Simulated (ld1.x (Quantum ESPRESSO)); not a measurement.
**A PAW potential for Ga, from input to tests**

Aim: build the potential from the settings below, then test how well it stands in for the atom: other configurations, scattering, ghost states and the plane-wave cutoff that it needs.

Program: ld1.x (Quantum ESPRESSO) 7.5. Reference atom: PBE, scalar-relativistic, spherical and spin-unpolarised. All values are calculated.

### 1 The design

Typed settings, in words:

```json
{"element": "gallium (Ga, Z = 31)", "type": "PAW", "frozen core": "[Ne]", "valence charge": "21", "reference configuration": "3s2 3p6 3d10 4s2 4p1", "partial waves": "3s (bound): rcut 0.85, rcutus 1.05 bohr; 4s (bound): rcut 0.85, rcutus 1.05 bohr; 3p (bound): rcut 1.15, rcutus 1.40 bohr; 4p (bound): rcut 1.15, rcutus 1.40 bohr; 3d (bound): rcut 0.85, rcutus 1.00 bohr; 3d channel at -1.1 Ry: rcut 0.85, rcutus 1.00 bohr", "local potential": "all-electron potential smoothed inside 1.00 bohr (lloc = -2)", "core correction": "Bessel-smoothed model core inside 0.60 bohr", "augmentation charge": "PSQ, radius 0.90 bohr"}
```

The outer shells as boxes (Hund's rule for the drawing; the calculation is spin-unpolarised):

```
[Ne] core
3s [↑↓]
3p [↑↓][↑↓][↑↓]
3d [↑↓][↑↓][↑↓][↑↓][↑↓]
4s [↑↓]
4p [↑ ][  ][  ]
```

### 2 Generating the potential

Ga.in

```
 &input
   title='Ga', zed=31., rel=1, dft='PBE', iswitch=3,
   config='[Ar] 3d10 4s2 4p1',
   nld=3, rlderiv=1.55, eminld=-13.0, emaxld=5.0, deld=0.04
 /
 &inputp
   pseudotype=3, lpaw=.true., tm=.true., lloc=-2, rcloc=1.00,
   nlcc=.true., new_core_ps=.true., rcore=0.60,
   which_augfun='PSQ', rmatch_augfun=0.90,
   file_pseudopw='Ga.UPF', file_wfcaegen='ae.wfc', file_wfcncgen='nc.wfc', file_beta='beta', file_chi='chi', file_wfcusgen='us.wfc'
 /
6
3S  1  0   2.00   0.00  0.85  1.05  0.0
4S  2  0   2.00   0.00  0.85  1.05  0.0
3P  2  1   6.00   0.00  1.15  1.40  0.0
4P  3  1   1.00   0.00  1.15  1.40  0.0
3D  3  2  10.00   0.00  0.85  1.00  0.0
3D  3  2   0.00  -1.10  0.85  1.00  0.0
 &test
   configts(1)='3s2 3p6 3d10 4s2 4p1'
 /
```

Started as:

```console
$ ld1.x < Ga.in > Ga.out
```

What the program wrote to Ga.out (without the banner and most projector matrices):

```text
     Program LD1 v.7.5
     --------------------------- All-electron run ----------------------------

     Ga
     scalar relativistic calculation

     atomic number is 31.00
     dft =PBE   lsd =0 sic =0 latt =0  beta=0.20 tr2=1.0E-14
     Exchange-correlation= PBE
                           (   1   4   3   4   0   0   0)
     mesh =1205 r(mesh) = 101.09016 a.u. xmin = -7.00 dx = 0.01250
     1 Ry =  13.60569312 eV, c = 137.03599908

     n l     nl                  e(Ry)          e(Ha)          e(eV)
     1 0     1S 1( 2.00)      -751.8885      -375.9443    -10229.9645
     2 0     2S 1( 2.00)       -92.7792       -46.3896     -1262.3250
     2 1     2P 1( 6.00)       -80.7630       -40.3815     -1098.8366
     3 0     3S 1( 2.00)       -10.8870        -5.4435      -148.1258
     3 1     3P 1( 6.00)        -7.2660        -3.6330       -98.8592
     3 2     3D 1(10.00)        -1.4078        -0.7039       -19.1544
     4 0     4S 1( 2.00)        -0.6577        -0.3288        -8.9483
     4 1     4P 1( 1.00)        -0.1896        -0.0948        -2.5791

     final scf error:  1.8E-15 reached in  28 iterations

     Etot =   -3887.879138 Ry,   -1943.939569 Ha,  -52897.290452 eV

     Ekin =    3953.977613 Ry,    1976.988806 Ha,   53796.606017 eV
     Encl =   -9369.232565 Ry,   -4684.616282 Ha, -127474.903073 eV
     Eh   =    1678.315257 Ry,     839.157629 Ha,   22834.642352 eV
     Exc  =    -150.939443 Ry,     -75.469722 Ha,   -2053.635748 eV

     normalization and overlap integrals

     s(1S/1S) =  1.000000  <r> =   0.0486  <r2> =    0.0032  r(max) =   0.0319
     s(2S/2S) =  1.000000  <r> =   0.2178  <r2> =    0.0560  r(max) =   0.1833
     s(2P/2P) =  1.000000  <r> =   0.1907  <r2> =    0.0446  r(max) =   0.1464
     s(3S/3S) =  1.000000  <r> =   0.6518  <r2> =    0.4906  r(max) =   0.5647
     s(3P/3P) =  1.000000  <r> =   0.6791  <r2> =    0.5442  r(max) =   0.5647
     s(3D/3D) =  1.000000  <r> =   0.8106  <r2> =    0.8629  r(max) =   0.5305
     s(4S/4S) =  1.000000  <r> =   2.3423  <r2> =    6.3902  r(max) =   1.8984
     s(4P/4P) =  1.000000  <r> =   3.4262  <r2> =   14.2371  r(max) =   2.5307

     ------------------------ End of All-electron run ------------------------

     --------------------- Generating PAW atomic setup --------------------

      Generating local potential from pseudized AE potential:
      Matching radius rcloc =   1.0000
      Enforcing V''(0)=0 (lloc=-2)

      Local pseudo, rcloc= 0.991 Estimated cut-off energy=    32.26 Ry

      Computing core charge for nlcc:

       r > 0.60 : true rho core
      Core charge pseudized with two Bessel functions
      Integrated core pseudo-charge :   0.76
      Wfc-us  3S rcutus= 1.042  Estimated cut-off energy=    49.46 Ry
      Wfc-us  4S rcutus= 1.042  Estimated cut-off energy=   100.14 Ry
      Wfc-us  3P rcutus= 1.406  Estimated cut-off energy=    44.16 Ry
      Wfc-us  4P rcutus= 1.406  Estimated cut-off energy=    83.81 Ry
      Wfc-us  3D rcutus= 0.991  Estimated cut-off energy=   117.57 Ry
      Wfc-us  3D rcutus= 0.991  Estimated cut-off energy=   119.26 Ry

     Required augmentation: PSQ   radius:    0.900000

     Q pseudized with Bessel functions
     Expected ecutrho=     464.6996 due to l1=  2   l2=  2

     Estimated PAW energy = -618.136849 Ryd

     The PAW screened D coefficients
     0.83642     1.09453     0.00000     0.00000     0.00000     0.00000
     1.09453     0.15522     0.00000     0.00000     0.00000     0.00000
     0.00000     0.00000    -6.23100    -0.07767     0.00000     0.00000
     0.00000     0.00000    -0.07767    -1.26774     0.00000     0.00000
     0.00000     0.00000     0.00000     0.00000    -4.80466    -2.80309
     0.00000     0.00000     0.00000     0.00000    -2.80309    -1.63474

     The PAW descreened D coefficients (US)
    -4.00290    -2.50393     0.00000     0.00000     0.00000     0.00000
    -2.50393    -0.91460     0.00000     0.00000     0.00000     0.00000
     0.00000     0.00000     3.25382    -1.21391     0.00000     0.00000
     0.00000     0.00000    -1.21391    -3.46036     0.00000     0.00000
     0.00000     0.00000     0.00000     0.00000     0.95353     0.60322
     0.00000     0.00000     0.00000     0.00000     0.60322     0.37350

     ------------------- End of pseudopotential generation -------------------

     [... the all-electron block is printed once more ...]


     Computing logarithmic derivative in   1.54463
     Computing logarithmic derivative in   1.54463
     Computing the partial wave expansion
     R is outside the sphere for l=    0 j= 0.00
     R is outside the sphere for l=    0 j= 0.00
     R is outside the sphere for l=    1 j= 0.00
     R is outside the sphere for l=    1 j= 0.00
     R is outside the sphere for l=    2 j= 0.00
     R is outside the sphere for l=    2 j= 0.00

     ---------------------- Testing the pseudopotential ----------------------

     Ga
     scalar relativistic calculation

     atomic number is 31.00   valence charge is 21.00
     dft = SLA  PW   PBX  PBC   lsd =0 sic =0 latt =0  beta=0.20 tr2=1.0E-14
     mesh =1205 r(mesh) = 101.09016 xmin = -7.00 dx = 0.01250

     n l     nl             e AE (Ry)        e PS (Ry)    De AE-PS (Ry)
     1 0     3S   1( 2.00)      -10.88704      -10.88745        0.00041
     2 1     3P   1( 6.00)       -7.26602       -7.26644        0.00043
     3 2     3D   1(10.00)       -1.40782       -1.40824        0.00042
     2 0     4S   1( 2.00)       -0.65769       -0.65772        0.00003
     3 1     4P   1( 1.00)       -0.18956       -0.18954       -0.00002

     eps = 1.1E-15  iter = 10

     Etot =   -3887.879138 Ry,   -1943.939569 Ha,  -52897.290452 eV
     Etotps =  -618.148539 Ry,    -309.074269 Ha,   -8410.339324 eV

     Ekin =     571.964123 Ry,     285.982062 Ha,    7781.968342 eV
     Encl =   -1490.744669 Ry,    -745.372335 Ha,  -20282.614497 eV
     Ehrt =     451.571109 Ry,     225.785554 Ha,    6143.937928 eV
     Ecxc =    -150.939102 Ry,     -75.469551 Ha,   -2053.631096 eV
     (Ecc =      -1.633747 Ry,      -0.816874 Ha,     -22.228261 eV)

     ---------------------- End of pseudopotential test ----------------------
```

Wall time 1.6 s (1 thread of Neoverse-V2, shared host). (Generation and the later configuration tests together.)

All-electron and pseudo partial waves u(r) = r·R(r), from the program's wave files:

```tsv
r (bohr)	3d AE	3d PS	4p AE	4p PS
0.070	0.0645	0.0042	-0.0979	0.0283
0.140	0.2805	0.0324	-0.1134	0.1087
0.210	0.5449	0.1015	-0.0347	0.2279
0.280	0.7755	0.2167	0.0653	0.3664
0.350	0.9421	0.3700	0.1453	0.5020
0.420	1.0437	0.5420	0.1921	0.6131
0.490	1.0899	0.7077	0.2066	0.6828
0.560	1.0946	0.8432	0.1952	0.7009
0.630	1.0706	0.9317	0.1653	0.6655
0.700	1.0283	0.9678	0.1233	0.5826
0.770	0.9753	0.9574	0.0743	0.4644
0.840	0.9169	0.9148	0.0218	0.3265
0.910	0.8565	0.8568	-0.0315	0.1851
0.980	0.7964	0.7964	-0.0839	0.0538
1.050	0.7380	0.7380	-0.1343	-0.0582
1.120	0.6822	0.6822	-0.1820	-0.1473
1.190	0.6294	0.6294	-0.2267	-0.2148
1.260	0.5800	0.5800	-0.2680	-0.2656
1.330	0.5339	0.5339	-0.3060	-0.3059
1.400	0.4911	0.4911	-0.3407	-0.3407
1.470	0.4516	0.4516	-0.3722	-0.3722
1.540	0.4150	0.4150	-0.4006	-0.4006
1.610	0.3814	0.3814	-0.4261	-0.4261
1.680	0.3504	0.3504	-0.4488	-0.4488
1.750	0.3219	0.3219	-0.4689	-0.4689
1.820	0.2958	0.2958	-0.4865	-0.4865
```

### 3 Testing the new file in other configurations

Ga.test.in

```
 &input
   title='Ga', zed=31., rel=1, dft='PBE', iswitch=2,
   config='[Ar] 3d10 4s2 4p1'
 /
 &test
   file_pseudo='Ga.UPF', nconf=8,
   configts(1)='3s2 3p6 3d10 4s2 4p1',
   configts(2)='3s2 3p6 3d10 4s2 4p0',
   configts(3)='3s2 3p6 3d10 4s1 4p0',
   configts(4)='3s2 3p6 3d10 4s0 4p0',
   configts(5)='3s2 3p6 3d9 4s2 4p1',
   configts(6)='3s2 3p6 3d10 4s2 4p1.3',
   configts(7)='3s2 3p5 3d10 4s2 4p1',
   configts(8)='3s2 3p6 3d9 4s0 4p0'
 /
```

Started as:

```console
$ ld1.x < Ga.test.in > Ga.test.out
```

Ga.test.out, the pseudopotential blocks, each with the warnings that came before it:

```text
     ---------------------- Testing the pseudopotential ----------------------

     Ga
     scalar relativistic calculation

     atomic number is 31.00   valence charge is 21.00
     dft =SLA  PW   PBX  PBC   lsd =0 sic =0 latt =0  beta=0.20 tr2=1.0E-14
     mesh =1205 r(mesh) = 101.09016 xmin = -7.00 dx = 0.01250

     n l     nl             e AE (Ry)        e PS (Ry)    De AE-PS (Ry)
     1 0     3S   1( 2.00)      -10.88704      -10.88745        0.00041
     2 1     3P   1( 6.00)       -7.26602       -7.26644        0.00043
     3 2     3D   1(10.00)       -1.40782       -1.40824        0.00042
     2 0     4S   1( 2.00)       -0.65769       -0.65772        0.00003
     3 1     4P   1( 1.00)       -0.18956       -0.18954       -0.00002

     eps = 1.4E-15  iter = 10

     Etot =   -3887.879138 Ry,   -1943.939569 Ha,  -52897.290452 eV
     Etotps =  -618.148539 Ry,    -309.074269 Ha,   -8410.339325 eV

     Ekin =     571.964123 Ry,     285.982062 Ha,    7781.968341 eV
     Encl =   -1490.744670 Ry,    -745.372335 Ha,  -20282.614498 eV
     Ehrt =     451.571109 Ry,     225.785554 Ha,    6143.937928 eV
     Ecxc =    -150.939102 Ry,     -75.469551 Ha,   -2053.631096 eV
     (Ecc =      -1.633747 Ry,      -0.816874 Ha,     -22.228261 eV)

     ---------------------- End of pseudopotential test ----------------------

     ---------------------- Testing the pseudopotential ----------------------

     Ga
     [...]
     n l     nl             e AE (Ry)        e PS (Ry)    De AE-PS (Ry)
     1 0     3S   1( 2.00)      -11.49565      -11.49609        0.00044
     2 1     3P   1( 6.00)       -7.87490       -7.87540        0.00050
     3 2     3D   1(10.00)       -2.01549       -2.01588        0.00040
     2 0     4S   1( 2.00)       -1.20034       -1.20033       -0.00001
     3 1     4P   1( 0.00)       -0.66647       -0.66637       -0.00011

     eps = 8.8E-16  iter = 11

     Etot =   -3887.461073 Ry,   -1943.730537 Ha,  -52891.602393 eV
     Etotps =  -617.730476 Ry,    -308.865238 Ha,   -8404.651290 eV
     dEtot_ae =       0.418065 Ry
     dEtot_ps =       0.418063 Ry,   Delta E=       0.000002 Ry

     [...]
     ---------------------- End of pseudopotential test ----------------------

     ---------------------- Testing the pseudopotential ----------------------

     Ga
     [...]
     n l     nl             e AE (Ry)        e PS (Ry)    De AE-PS (Ry)
     1 0     3S   1( 2.00)      -12.38148      -12.38186        0.00039
     2 1     3P   1( 6.00)       -8.76072       -8.76121        0.00048
     3 2     3D   1(10.00)       -2.89274       -2.89303        0.00029
     2 0     4S   1( 1.00)       -1.91606       -1.91606        0.00001
     3 1     4P   1( 0.00)       -1.30377       -1.30365       -0.00012

     eps = 3.0E-15  iter = 11

     Etot =   -3885.908206 Ry,   -1942.954103 Ha,  -52870.474558 eV
     Etotps =  -616.177431 Ry,    -308.088715 Ha,   -8383.521035 eV
     dEtot_ae =       1.970932 Ry
     dEtot_ps =       1.971108 Ry,   Delta E=      -0.000176 Ry

     [...]
     ---------------------- End of pseudopotential test ----------------------

     ---------------------- Testing the pseudopotential ----------------------

     Ga
     [...]
     n l     nl             e AE (Ry)        e PS (Ry)    De AE-PS (Ry)
     1 0     3S   1( 2.00)      -13.35950      -13.35984        0.00034
     2 1     3P   1( 6.00)       -9.73803       -9.73850        0.00047
     3 2     3D   1(10.00)       -3.85756       -3.85773        0.00017
     2 0     4S   1( 0.00)       -2.68834       -2.68839        0.00006
     3 1     4P   1( 0.00)       -1.99942       -1.99955        0.00013

     eps = 3.8E-16  iter = 12

     Etot =   -3883.609747 Ry,   -1941.804873 Ha,  -52839.202424 eV
     Etotps =  -613.878692 Ry,    -306.939346 Ha,   -8352.245092 eV
     dEtot_ae =       4.269391 Ry
     dEtot_ps =       4.269847 Ry,   Delta E=      -0.000456 Ry

     [...]
     ---------------------- End of pseudopotential test ----------------------

     ---------------------- Testing the pseudopotential ----------------------

     Ga
     [...]
     n l     nl             e AE (Ry)        e PS (Ry)    De AE-PS (Ry)
     1 0     3S   1( 2.00)      -12.26241      -12.26293        0.00052
     2 1     3P   1( 6.00)       -8.62560       -8.62601        0.00042
     3 2     3D   1( 9.00)       -2.71320       -2.71380        0.00060
     2 0     4S   1( 2.00)       -1.42025       -1.41992       -0.00033
     3 1     4P   1( 1.00)       -0.81681       -0.81685        0.00004

     eps = 3.0E-15  iter = 21

     Etot =   -3885.843536 Ry,   -1942.921768 Ha,  -52869.594673 eV
     Etotps =  -616.112314 Ry,    -308.056157 Ha,   -8382.635075 eV
     dEtot_ae =       2.035602 Ry
     dEtot_ps =       2.036225 Ry,   Delta E=      -0.000623 Ry

     [...]
     ---------------------- End of pseudopotential test ----------------------

     ---------------------- Testing the pseudopotential ----------------------

     Ga
     [...]
     n l     nl             e AE (Ry)        e PS (Ry)    De AE-PS (Ry)
     1 0     3S   1( 2.00)      -10.74610      -10.74651        0.00041
     2 1     3P   1( 6.00)       -7.12502       -7.12545        0.00043
     3 2     3D   1(10.00)       -1.26683       -1.26726        0.00043
     2 0     4S   1( 2.00)       -0.52577       -0.52580        0.00003
     3 1     4P   1( 1.30)       -0.07511       -0.07510       -0.00001

     eps = 7.7E-15  iter = 10

     Etot =   -3887.918382 Ry,   -1943.959191 Ha,  -52897.824395 eV
     Etotps =  -618.187783 Ry,    -309.093891 Ha,   -8410.873261 eV
     dEtot_ae =      -0.039244 Ry
     dEtot_ps =      -0.039244 Ry,   Delta E=      -0.000000 Ry

     [...]
     ---------------------- End of pseudopotential test ----------------------

     ---------------------- Testing the pseudopotential ----------------------

     Ga
     [...]
     n l     nl             e AE (Ry)        e PS (Ry)    De AE-PS (Ry)
     1 0     3S   1( 2.00)      -12.32838      -12.32912        0.00074
     2 1     3P   1( 5.00)       -8.69183       -8.69259        0.00077
     3 2     3D   1(10.00)       -2.76390       -2.76418        0.00028
     2 0     4S   1( 2.00)       -1.42644       -1.42618       -0.00026
     3 1     4P   1( 1.00)       -0.81928       -0.81951        0.00023

     eps = 8.5E-15  iter = 17

     Etot =   -3879.926213 Ry,   -1939.963106 Ha,  -52789.085391 eV
     Etotps =  -610.191944 Ry,    -305.095972 Ha,   -8302.084340 eV
     dEtot_ae =       7.952925 Ry
     dEtot_ps =       7.956595 Ry,   Delta E=      -0.003669 Ry

     [...]
     ---------------------- End of pseudopotential test ----------------------

     Warning: n=3, l=2 expected 0 nodes, found 1
     ---------------------- Testing the pseudopotential ----------------------

     Ga
     [...]
     n l     nl             e AE (Ry)        e PS (Ry)    De AE-PS (Ry)
     1 0     3S   1( 2.00)      -15.14545      -15.14757        0.00212
     2 1     3P   1( 6.00)      -11.50536      -11.50743        0.00207
     3 2     3D   1( 9.00)       -5.56487       -5.56659        0.00172
     2 0     4S   1( 0.00)       -3.74360       -3.74377        0.00016
     3 1     4P   1( 0.00)       -2.94776       -2.95191        0.00415

     eps = 1.7E-15  iter = 16

     Etot =   -3878.914899 Ry,   -1939.457449 Ha,  -52775.325765 eV
     Etotps =  -609.182795 Ry,    -304.591398 Ha,   -8288.354171 eV
     dEtot_ae =       8.964239 Ry
     dEtot_ps =       8.965743 Ry,   Delta E=      -0.001504 Ry

     [...]
     ---------------------- End of pseudopotential test ----------------------
```

The tests as a table, with energies relative to 3s2 3p6 3d10 4s2 4p1. A star marks tests that logged a warning.

```tsv
valence configuration	charge	ΔE all-electron (eV)	error AE − PS (meV)
3s2 3p6 3d10 4s2 4p0	+1	5.688	0.0
3s2 3p6 3d10 4s1 4p0	+2	26.816	-2.4
3s2 3p6 3d10 4s0 4p0	+3	58.088	-6.2
3s2 3p6 3d9 4s2 4p1	+1	27.696	-8.5
3s2 3p6 3d10 4s2 4p1.3	-0.3	-0.534	0.0
3s2 3p5 3d10 4s2 4p1	+1	108.205	-50
3s2 3p6 3d9 4s0 4p0 *	+4	121.965	-20
```

### 4 Logarithmic derivatives

Taken from the files of the generation run. The phase is arctan(r·u′/u) with u = r·R, unwrapped, with energies in Ry. A pole is an energy at which the radial function vanishes at the test radius. The pseudo phase is shifted by a multiple of π to meet the all-electron one at the reference energy. Levels narrower than the energy grid can be missing from the poles. The last column is the largest difference on the grid between −1 and +1 Ry.

| channel | radius (bohr) | reference (Ry) | poles AE | poles PS | window around the reference with phases within 0.05 rad (Ry) | largest difference near zero (rad) |
| --- | --- | --- | --- | --- | --- | --- |
| s | 1.54 | -0.66 | -10.74 | -10.74 | the whole range | 0.002 |
| p | 1.54 | -0.19 | -7.02 | -7.03 | the whole range | 0.002 |
| d | 1.54 | -1.41 | -0.82 | -0.82 | the whole range | 0.001 |

Phases (rad) along the scan:

```tsv
E (Ry)	p AE	p PS	d AE	d PS
-13.00	1.373	1.371	1.392	1.392
-12.04	1.362	1.360	1.385	1.385
-11.08	1.347	1.346	1.377	1.377
-10.12	1.327	1.326	1.368	1.368
-9.16	1.294	1.292	1.357	1.357
-8.20	1.198	1.196	1.345	1.345
-7.24	-1.361	-1.361	1.329	1.329
-6.28	-1.734	-1.735	1.309	1.309
-5.32	-1.796	-1.797	1.283	1.283
-4.36	-1.838	-1.839	1.243	1.243
-3.40	-1.880	-1.881	1.171	1.171
-2.44	-1.931	-1.932	0.964	0.963
-1.48	-2.001	-2.002	-0.927	-0.928
-0.52	-2.107	-2.107	-1.656	-1.657
0.44	-2.290	-2.291	-1.801	-1.802
1.40	-2.647	-2.654	-1.902	-1.903
2.36	-3.291	-3.323	-2.019	-2.021
3.32	-3.910	-3.953	-2.203	-2.207
4.28	-4.243	-4.282	-2.562	-2.569
```

### 5 Cutoff and ghost test in a Bessel basis

A separate test, outside the generator: the pseudo-atom's Hamiltonian at the reference potential is diagonalised in spherical Bessel functions j_l(qr) that vanish at 20 bohr, with q² up to the cutoff.

All-electron valence levels (Ry): 3s -10.8870, 4s -0.6577, 3p -7.2660, 4p -0.1896, 3d -1.4078. The lowest levels of each channel (Ry) by cutoff; the last column sums, over occupied levels, occupation times the distance from the level at 400 Ry. A positive value at high cutoff is not a bound level.

```tsv
cutoff (Ry)	s #1	s #2	p #1	p #2	d #1	f #1	Σ f·Δε (mRy)
8	-8.2467	-0.3728	-5.5327	-0.0622	0.0466	0.1018	30922.7
18	-10.3540	-0.5451	-7.0588	-0.0994	0.0457	0.1018	17159.6
35	-10.8400	-0.6164	-7.2604	-0.1207	-0.0758	0.1018	13599.6
55	-10.8857	-0.6454	-7.2652	-0.1658	-0.9966	0.1018	4168.2
80	-10.8864	-0.6563	-7.2659	-0.1880	-1.3423	0.1018	661.4
120	-10.8870	-0.6575	-7.2660	-0.1893	-1.4057	0.1018	22.3
160	-10.8871	-0.6576	-7.2660	-0.1895	-1.4071	0.1018	7.0
200	-10.8871	-0.6576	-7.2660	-0.1895	-1.4077	0.1018	1.7
260	-10.8871	-0.6576	-7.2660	-0.1895	-1.4078	0.1018	0.8
350	-10.8871	-0.6576	-7.2660	-0.1895	-1.4078	0.1018	0.2
400	-10.8871	-0.6576	-7.2660	-0.1895	-1.4078	0.1018	0.0
```

The sum stays within 10 mRy from 160 Ry and within 1 mRy from 260 Ry. The sum leaves out empty levels, which can need more. Ghost test: no level below the all-electron spectrum of its channel (s, p, d, f tested).

### 6 Results

```
                                                quantity                              value
               cutoffs for 10 and 1 mRy, occupied levels                  160 Ry and 260 Ry
                                            bound ghosts                         none found
                            largest test error (AE − PS)  -50 meV, for 3s2 3p5 3d10 4s2 4p1
largest phase difference near zero energy, channels read                          0.002 rad
         lowest eigenvalue of the overlap (Bessel basis)                          0.106 (p)
               density cutoff estimated by the generator                             465 Ry
```

What this shows: The worst unpolarised test, 3s2 3p5 3d10 4s2 4p1, is off by 50 meV on 108.2 eV; by total energies transferability rates as fair. That test lies far up in energy; among those under 40 eV, nearer to bonding, the largest error is 8.5 meV. It counts as very hard, with 160 Ry needed at the looser tolerance. The slowest occupied level is 3d: taken alone it needs 160 Ry to come within 1 mRy, against 100 Ry for 4p. It is free of bound ghosts as far as tested. Near zero energy the phases of the channels with partial waves agree within 0.002 rad.
